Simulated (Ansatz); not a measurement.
# SiAsH4+ (singlet): wave-function methods side by side, cc-pVTZ

An exercise on one series of results from a longer session: the logs are not shown, and one member is left open.

The runs use Ansatz 0.2.0, Gaussian basis; cc-pVTZ, core rule «outside noble gas», up to 19 orbitals frozen.

Plan: UHF; CCSD(T) on RHF; CCSD(T) on UHF; BCCD(T) on RHF; CCSDT(Q) on RHF; CCSDT(Q) on UHF.

5 further runs of the same task are left out: 5 set aside as unsound or not needed.

**The system**

The geometry is a PBE0/def2-TZVP stationary point (not a proven minimum) of the parent state, kept for this charge and spin. No spin-orbit coupling is included. The filled d shell of As may be among the frozen orbitals whatever the setting's name suggests; the logs give the count.

6 atoms, charge 1, spin multiplicity 1.

Atoms are counted from 1 here; the program's logs count them from 0.

Bond lengths: Si1–As2 2.356 Å, Si1–H3 1.492 Å, Si1–H4 1.492 Å, As2–H5 1.521 Å, As2–H6 1.521 Å. Angles: As2–Si1–H3 109.0°, As2–Si1–H4 109.0°, H3–Si1–H4 108.3°, Si1–As2–H5 93.9°, Si1–As2–H6 93.9°, H5–As2–H6 93.1°.

The first run:

in.yaml

```yaml
crystal:
  periodic: [false, false, false]
  atoms:
    - {symbol: Si, position_ang: [-0.124629, 0.000001, 1.681959]}
    - {symbol: As, position_ang: [0.057778, 0.000000, -0.667422]}
    - {symbol: H, position_ang: [0.561776, -1.209969, 2.222531]}
    - {symbol: H, position_ang: [0.561775, 1.209971, 2.222530]}
    - {symbol: H, position_ang: [-0.972792, -1.104005, -0.850585]}
    - {symbol: H, position_ang: [-0.972793, 1.104003, -0.850586]}
basis:
  gaussian: {orbitals: cc-pVTZ}
total_charge: 1
magnetization: {spin_polarized: true, initial_magnetization: 0}
hamiltonian: {xc: hf}
output: {orbitals: {seedname: orbitals}}
```

On the command line:

```console
ansatz run in.yaml --threads 1 --pin off --events-out ev --progress --plain --max-ram 4096MiB --backend cpu
```

Among the steps run: UHF; CCSD(T) on RHF; CCSD(T) on UHF; BCCD(T) on RHF; CCSDT(Q) on RHF; CCSDT(Q) on UHF.

One table of the session follows, with a row left open; its other results are not shown here.

It belongs to the step «Misses and costs». 

```
   method  from RCCSDT(Q) (meV)
      RHF               +8250.3
      UHF               +8185.0
     RMP2               +1524.6
     UMP2               +1800.2
    RCCSD                +398.0
    UCCSD                +427.2
 RCCSD(T)                     ?
 UCCSD(T)                 +89.5
  BCCD(T)                 +65.0
   RCCSDT                 +22.8
   UCCSDT                 +26.8
RCCSDT(Q)                     0
UCCSDT(Q)                  +0.4
```

Q: Estimate the row for RCCSD(T) from the others.

**Answer.** from RCCSDT(Q) (meV): +65.1. In the column «from RCCSDT(Q) (meV)» it lies between BCCD(T) (+65.0) and UCCSD(T) (+89.5).

Limits of these values: Restricted and unrestricted rows rest on different reference determinants; where their highest levels disagree by more than a few hundredths of an eV, they describe different states and don't form one ladder.
